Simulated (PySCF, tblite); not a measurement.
**C₇H₈O₃Si: geometry, infrared bands and NMR shifts**

What infrared bands and NMR shifts should C₇H₈O₃Si (`O=COc1cccc(O[SiH3])c1`) show?

Programs: tblite 0.8.0 and PySCF 2.14.0, with density-fitted response routines of our own. Each step states its level of theory. These are calculated values for one molecule in the gas phase, unless marked as measured. Atoms are numbered from 0 throughout.

## Step 1: Starting geometry

19 atoms, charge 0, multiplicity 1; geometry from: force field or distance geometry start.

Bonds of the start (Å): O0–C1 1.23, C1–O2 1.37, O2–C3 1.40, C3–C4 1.38, C4–C5 1.39, C5–C6 1.40, C6–C7 1.40, C7–O8 1.37, O8–Si9 1.65, C7–C10 1.41, C10–C3 1.40, C1–H11 1.10, C4–H12 1.09, C5–H13 1.09, C6–H14 1.09, Si9–H15 1.49, Si9–H16 1.49, Si9–H17 1.49, C10–H18 1.08.

## Step 2: Geometry optimisation with GFN2-xTB

What the job is given:

```
{"job": {"kind": "relax", "xc": "GFN2-xTB", "basis": "xTB"}, "charge": 0, "multiplicity": 1}
O     -2.237800    -1.618800     1.501500
C     -2.789100    -1.566000     0.398100
O     -2.457000    -0.770000    -0.670800
C     -1.384800     0.110600    -0.490000
C     -1.626200     1.464600    -0.636000
C     -0.573000     2.363700    -0.520600
C      0.718200     1.894100    -0.248600
C      0.961000     0.525000    -0.094400
O      2.255800     0.163800     0.160500
Si     2.988200    -1.268200     0.535200
C     -0.102200    -0.385300    -0.230700
H     -3.646800    -2.197500     0.114000
H     -2.630100     1.828600    -0.854400
H     -0.736100     3.430300    -0.636700
H      1.537500     2.603100    -0.144300
H      2.545400    -1.743300     1.876000
H      4.466400    -1.077400     0.551400
H      2.646800    -2.298800    -0.487300
H      0.054100    -1.449400    -0.130200
```

On the command line:

```sh
$ OMP_NUM_THREADS=1 python probes_run.py task.json out
```

One launch serves the whole session: the jobs run in the order shown.

**Question.** This job is followed by: GFN2-xTB harmonic vibrations, gas phase; GIAO PBE0/pcSseg-1 NMR shielding, non-relativistic, gas phase. What will the session give for the following? strongest single infrared mode (GFN2-xTB); zero-point energy (GFN2-xTB); 13C shifts against TMS (PBE0/pcSseg-1); 1H shifts against TMS (PBE0/pcSseg-1, means over atoms taken as alike); 17O shifts against H2O (PBE0/pcSseg-1); 29Si shifts against TMS (PBE0/pcSseg-1); surface potential, 1st and 99th percentile.

**Answer**, as computed:

| quantity | value |
| --- | --- |
| strongest single infrared mode (GFN2-xTB) | 1788 cm⁻¹, 494 km/mol |
| zero-point energy (GFN2-xTB) | 80.9 kcal/mol |
| 13C shifts against TMS (PBE0/pcSseg-1) | 163.1, 162.2, 157.8, 135.5, 123.2, 117.5, 113.5 ppm |
| 1H shifts against TMS (PBE0/pcSseg-1, means over atoms taken as alike) | 8.34, 7.63, 7.54, 7.16, 6.99, 5.15 ppm |
| 17O shifts against H2O (PBE0/pcSseg-1) | 445.5, 249.0, 96.5 ppm |
| 29Si shifts against TMS (PBE0/pcSseg-1) | -41.5 ppm |
| surface potential, 1st and 99th percentile | -1.42 V and 1.25 V |

**Reading.** Over 69 steps the energy fell by 0.299 eV; of the close pairs, C1–O2 changed most, 1.373 to 1.324 Å. No mode is imaginary among the 51: a minimum at this level. The strongest single mode, at 1788 cm⁻¹, moves mainly C1 and O0. GFN2-xTB is a fitted tight-binding method: band positions and strengths are rough. Its intensities can rank the bands wrongly. At PBE0/pcSseg-1: The widest tensor belongs to O0: span 712 ppm, with a paramagnetic part of -514 ppm. NICS(1)zz of -26 ppm above the planar ring from C3 marks a diatropic (aromatic) ring current. At PBE0/pcSseg-1, counted by nearest atom on the grid, the HOMO lies on C4 22 %; C6, C7 about 17 % each, the LUMO on C1, C3 about 17 % each; C6 13 %.
